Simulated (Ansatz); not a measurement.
# TaGe3W2: the cost of one run

Computed with Ansatz 0.2.0 (DFT PBE, scalar-relativistic, plane waves, PAW, unless a step's input says otherwise).

1 further run of the same task is left out (it didn't finish).

**1. Starting point**

Symmetry: P-4m2, No. 115, tetragonal system. The conventional cell has a = 3.839 Å, b = 3.839 Å, c = 6.387 Å, α = 90.00°, β = 90.00°, γ = 90.00°. Ta (site symmetry -4m2) has 4 W at 2.57 Å and 8 Ge at 2.71 to 2.82 Å in its first shell of neighbours. Ge (site symmetry -4m2) is surrounded by 4 W at 2.57 Å and 4 Ta at 2.71 Å and 4 Ge at 2.82 Å. Ge (site symmetry 2mm) has 5 W at 2.61 to 2.74 Å and 2 Ta at 2.82 Å and 2 Ge at 2.82 Å in its first shell of neighbours. W (site symmetry 2mm) is surrounded by 2 Ta at 2.57 Å and 7 Ge at 2.57 to 2.74 Å.

Structure file:

```
Ta Ge W
1.0
     3.83940    0.00000    0.00000
     0.00000    3.83940    0.00000
     0.00000    0.00000    6.38660
Ta Ge W
1 3 2
Direct
  0.50000 0.50000 0.00000
  0.00000 0.00000 0.00000
  0.50000 0.00000 0.67563
  0.00000 0.50000 0.32437
  0.50000 0.00000 0.26714
  0.00000 0.50000 0.73286
```

Recipe of the guess: species swapped into a database cell of Mn3CoAs2 (P-4m2, No. 115), with Ge on the Mn sites, Ta on the Co sites and W on the As sites. The dimensions are guesses.

**2. Probe: one point on a coarse mesh**

Contents of input.yaml:

```yaml
crystal:
  lattice:
    - [3.83940367, 0.0, 0.0]
    - [0.0, 3.83940367, 0.0]
    - [0.0, 0.0, 6.38660226]
  atoms:
    - { symbol: Ta, position: [0.5, 0.5, 0.0] }
    - { symbol: Ge, position: [0.0, 0.0, 0.0] }
    - { symbol: Ge, position: [0.5, 0.0, 0.67562503] }
    - { symbol: Ge, position: [0.0, 0.5, 0.32437497] }
    - { symbol: W, position: [0.5, 0.0, 0.26714101] }
    - { symbol: W, position: [0.0, 0.5, 0.73285899] }
basis:
  ecutwfc: 420
kpoints:
  mp_grid: { grid: [4, 4, 4] }
hamiltonian:
  xc: pbe
scf:
  occupations: { method: gaussian, width: 0.1 }
  lower_state_search: "off"
output:
  forces: true
  stress: true
  eigenvalues: true
```

Started as:

```
ansatz run input.yaml --threads 1 --pin off --max-ram 2560MiB --backend cpu --events-out ev --progress --plain --runs-dir out
```

**Question.** How long does this run take on 1 thread of Arm Neoverse V2, shared host, and how much memory does it need?

About 6.9 s, with a peak of 0.35 GiB.
